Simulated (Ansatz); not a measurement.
**CH8GeOSi: one species, many methods**

The task here is to estimate one member of a computed series from the others.

Program: Ansatz 0.2.0, Gaussian basis. Level of theory: functionals in def2-TZVPP, the program's frozen cores in correlated methods. These are calculated values, not measurements.

Plan: PBE-D4, r2SCAN-D4, PBE0-D4, B3LYP-D4, ωB97X-V, ωB97M-V, B2PLYP; CCSD(T)/def2-TZVPP; MP2/def2-QZVPP; extrapolation to the limit.

### The relaxed structure

All runs share one geometry, relaxed beforehand with PBE0-D4 in a triple-zeta def2 set.

SMILES `[OH][GeH2][CH2][SiH3]`, 12 atoms, charge 0, spin multiplicity 1.

Atoms are counted from 1 here; the program's logs count them from 0.

Bond lengths: O1–Ge2 1.784 Å, O1–H5 0.960 Å, Ge2–C3 1.955 Å, Ge2–H6 1.535 Å, Ge2–H7 1.544 Å, C3–Si4 1.868 Å, C3–H8 1.094 Å, C3–H9 1.095 Å, Si4–H10 1.488 Å, Si4–H11 1.491 Å, Si4–H12 1.487 Å. Angles: Ge2–O1–H5 112.6°, O1–Ge2–C3 109.1°, O1–Ge2–H6 103.8°, O1–Ge2–H7 109.8°, C3–Ge2–H6 112.3°, C3–Ge2–H7 110.2°, H6–Ge2–H7 111.3°, Ge2–C3–Si4 113.4°, Ge2–C3–H8 107.4°, Ge2–C3–H9 108.7°, Si4–C3–H8 110.1°, Si4–C3–H9 109.5°, H8–C3–H9 107.6°, C3–Si4–H10 110.0°, C3–Si4–H11 110.1°, C3–Si4–H12 112.1°, H10–Si4–H11 107.8°, H10–Si4–H12 108.7° and more.

Set-up of the first run:

The input, in.yaml:

```yaml
crystal:
  periodic: [false, false, false]
  atoms:
    - {symbol: O, position_ang: [-1.916328, 1.234326, -0.509558]}
    - {symbol: Ge, position_ang: [-0.409589, 1.402786, 0.431099]}
    - {symbol: C, position_ang: [0.263184, -0.375200, 0.887042]}
    - {symbol: Si, position_ang: [0.778882, -1.377502, -0.602164]}
    - {symbol: H, position_ang: [-1.780156, 0.787369, -1.347924]}
    - {symbol: H, position_ang: [-0.838654, 2.199446, 1.670551]}
    - {symbol: H, position_ang: [0.640239, 2.174882, -0.397709]}
    - {symbol: H, position_ang: [-0.529818, -0.893876, 1.433218]}
    - {symbol: H, position_ang: [1.114481, -0.264045, 1.566044]}
    - {symbol: H, position_ang: [1.963225, -0.752697, -1.250586]}
    - {symbol: H, position_ang: [-0.324482, -1.410095, -1.603906]}
    - {symbol: H, position_ang: [1.115915, -2.780494, -0.241905]}
basis:
  gaussian: {orbitals: def2-TZVPP}
hamiltonian: {xc: pbe, dispersion: d4}
output: {forces: true, orbitals: {seedname: orbitals}}
```

Run with:

```bash
> ansatz run in.yaml --threads 4 --pin off --events-out ev --progress --plain --max-ram 10444MiB
```

Among the steps run: PBE-D4 (GGA); r2SCAN-D4 (meta-GGA); PBE0-D4 (hybrid); B3LYP-D4 (hybrid); ωB97X-V (range-separated); ωB97M-V (range-separated); B2PLYP (double hybrid); CCSD(T) in def2-TZVPP; MP2 in def2-QZVPP.

One table of the session follows, with a row left open; its other results are not shown here.

| method | atomisation energy (kcal/mol) |
| --- | --- |
| PBE-D4 | 930.9 |
| r2SCAN-D4 | 932.6 |
| PBE0-D4 | 922.6 |
| B3LYP-D4 | 928.6 |
| ωB97X-V | 937.8 |
| ωB97M-V | 931.7 |
| B2PLYP | 920.4 |
| HF/def2-TZVPP | 688.5 |
| MP2/def2-TZVPP | 918.8 |
| CCSD/def2-TZVPP | 906.0 |
| CCSD(T)/def2-TZVPP | 916.6 |
| MP2/CBS | 939.7 |
| CCSD(T)/CBS | ? |

Estimate the missing values for CCSD(T)/CBS.

The run gave: atomisation energy (kcal/mol): 937.5. In the column «atomisation energy (kcal/mol)» it lies between r2SCAN-D4 (932.6) and ωB97X-V (937.8).

To keep in mind: Free atoms (1 O, 1 Ge, 1 C, 1 Si, 8 H) were run apart at each level; the atomisation energy is their sum less the molecule, without zero-point or spin-orbit terms.
